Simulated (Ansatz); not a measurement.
# FGaH6Si: the cost of one run

Program: Ansatz 0.2.0. Level of theory: RHF/def2-SVP. These are calculated values, not measurements.

## 1. The starting structure

Bond lengths: Ga1–F2 2.126 Å, Ga1–H3 1.568 Å, Ga1–H4 1.568 Å, Ga1–H5 1.807 Å, Ga1–Si6 2.724 Å, Si6–H7 1.474 Å, Si6–H8 1.475 Å, Si6–H9 1.479 Å. Angles (14 of 16 angles, heavy atoms first): F2–Ga1–Si6 77.9°, F2–Ga1–H3 107.3°, F2–Ga1–H4 108.3°, F2–Ga1–H5 34.7°, H3–Ga1–Si6 118.2°, H4–Ga1–Si6 119.1°, H5–Ga1–Si6 43.2°, Ga1–Si6–H7 123.0°, Ga1–Si6–H8 119.5°, Ga1–Si6–H9 95.3°, H3–Ga1–H4 116.9°, H3–Ga1–H5 119.0°, H4–Ga1–H5 120.2°, H7–Si6–H8 106.4°.

As a file:

```xyz
9

Ga   -1.0694   -0.0341   -0.9677
F     0.8308   -0.1036   -1.9188
H    -1.7959   -1.3890   -1.2776
H    -1.7976    1.2798   -1.4179
H     0.7195   -0.0388   -0.7136
Si    0.6337    0.0558    1.1558
H     1.5482    1.1850    1.4056
H     1.3574   -1.1641    1.5590
H    -0.4267    0.2089    2.1753
```

## 2. Pulling towards end A

Springs on the bonds that form and break draw the guess towards this end; the thresholds are loose.

File input.yaml:

```yaml
crystal:
  periodic: [false, false, false]
  atoms:
    - { symbol: Ga, position_ang: [-1.0694, -0.0341, -0.9677] }
    - { symbol: F, position_ang: [0.8308, -0.1036, -1.9188] }
    - { symbol: H, position_ang: [-1.7959, -1.389, -1.2776] }
    - { symbol: H, position_ang: [-1.7976, 1.2798, -1.4179] }
    - { symbol: H, position_ang: [0.7195, -0.0388, -0.7136] }
    - { symbol: Si, position_ang: [0.6337, 0.0558, 1.1558] }
    - { symbol: H, position_ang: [1.5482, 1.185, 1.4056] }
    - { symbol: H, position_ang: [1.3574, -1.1641, 1.559] }
    - { symbol: H, position_ang: [-0.4267, 0.2089, 2.1753] }
basis:
  gaussian: { orbitals: def2-SVP }
hamiltonian:
  xc: hf
relax:
  f_tol: 0.15
  max_steps: 25
  restrain:
    - { distance: [0, 5], at: 3.63, k: 30.0 }
    - { distance: [4, 1], at: 2.18, k: 30.0 }
    - { distance: [0, 1], at: 1.79, k: 30.0 }
    - { distance: [4, 5], at: 1.42, k: 30.0 }
```

The run is started by

```bash
ansatz run input.yaml --threads 2 --pin off --max-ram 3072MiB --backend cpu --events-out ev --progress --plain --runs-dir out
```

What time and memory should one allow on 2 threads of AMD EPYC 7B13 (Zen 3), shared host?

About 8.5 s, with a peak of 0.2 GiB.
